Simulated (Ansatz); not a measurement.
Run this with Ansatz 0.2.0, Python API and show what comes out.

`ir_ecut.py`:
```python
"""Convergence of Ir with the plane-wave cutoff."""

import csv

import ansatz
from pymatgen.core import Lattice, Structure
from pymatgen.io.ase import AseAtomsAdaptor

params = {
    "tolerance": 1e-09,
    "k_length": 32,
    "functional": "r2scan",
    "filling": "fermi_dirac",
    "sigma": 0.1,
}

pmg_structure = Structure(
    Lattice([[12.238455, 0.0, 0.0], [0.0, 2.233431, 0.0], [0.0, 0.0, 7.193001]]),
    ["Ir", "Ir"],
    [
        [0.25, 0.0, 0.163988],
        [0.75, 0.0, 0.836012],
    ],
)
crystal = ansatz.Crystal.from_ase(AseAtomsAdaptor.get_atoms(pmg_structure))

model = (
    crystal.calculation()
    .scf(tolerance=params["tolerance"])
    .kpoints(length=params["k_length"])
    .functional(params["functional"])
    .occupations(params["filling"], width=params["sigma"])
    .stress()
)

rows = []
for value in [300, 350, 400, 450]:
    summary = model.basis(value).run(threads=1).report
    rows.append((value, summary["free_energy_ev"] / len(summary["lattice"]["sites"]), summary["n_iterations"], sum(summary["stress_gpa"][i][i] for i in range(3)) / 3, summary["n_pw"]))

with open("ecut.csv", "w", newline="") as handle:
    writer = csv.writer(handle)
    writer.writerow(["cutoff (eV)", "F/atom (eV)", "iterations", "P (GPa)", "plane waves"])
    writer.writerows([round(v, 5) if isinstance(v, float) else v for v in row] for row in rows)

# the last row is the reference
for row in rows[:-1]:
    shift = 1000 * (row[1] - rows[-1][1])
    print(f"{row[0]}: {shift:+.2f} meV/atom" + ("  (within 1 meV)" if abs(shift) < 1 else ""))
```

```console
$ python ir_ecut.py
DeckWarning: basis.ecutwfc = 300 eV is below the records' recommended 500 eV, and the density's cutoff is lower with it unless basis.ecutrho_ratio is high enough to keep the records' density cutoff: compare with a run at a higher cutoff
DeckWarning: output.stress: scf.convergence.dr2_threshold = 1e-9 eV is looser than the 2e-10 eV advised for a printed stress (1e-10 eV for each atom of the cell: 2). What an SCF threshold leaves in a stress goes as its square root, and in the free energy as [...]
DeckWarning: basis.ecutwfc = 350 eV is below the records' recommended 500 eV, and the density's cutoff is lower with it unless basis.ecutrho_ratio is high enough to keep the records' density cutoff: compare with a run at a higher cutoff
DeckWarning: basis.ecutwfc = 400 eV is below the records' recommended 500 eV, and the density's cutoff is lower with it unless basis.ecutrho_ratio is high enough to keep the records' density cutoff: compare with a run at a higher cutoff
DeckWarning: basis.ecutwfc = 450 eV is below the records' recommended 500 eV, and the density's cutoff is lower with it unless basis.ecutrho_ratio is high enough to keep the records' density cutoff: compare with a run at a higher cutoff
300: +198.71 meV/atom
350: +14.39 meV/atom
400: +2.65 meV/atom
```
(Warnings from the package without file and line, shortened.)

File `ecut.csv` afterwards:
```csv
cutoff (eV),F/atom (eV),iterations,P (GPa),plane waves
300,-11944.28228,10,0.92801,2325
350,-11944.4666,10,0.99503,2955
400,-11944.47834,10,0.99544,3603
450,-11944.48099,10,0.99387,4237
```

What to keep in mind:
- Spin is left out of this run.
- The cell holds layers, chains or clusters in vacuum, no bulk phase; its stress is averaged over the vacuum too and scales with the cell's height.
- Pressure is positive in compression.
- Points of the mesh across the vacuum add cost only.
- Spin-orbit coupling, which matters for elements this heavy, is left out.
- This isn't the structure that Ir takes at ambient conditions.
- Shifts are counted from the last row, which is itself no proven limit.
- Processor time in the engine: 50 s on 1 thread of Intel(R) Xeon(R) Processor @ 2.30GHz, with other jobs on the host, peak memory 1 GiB.
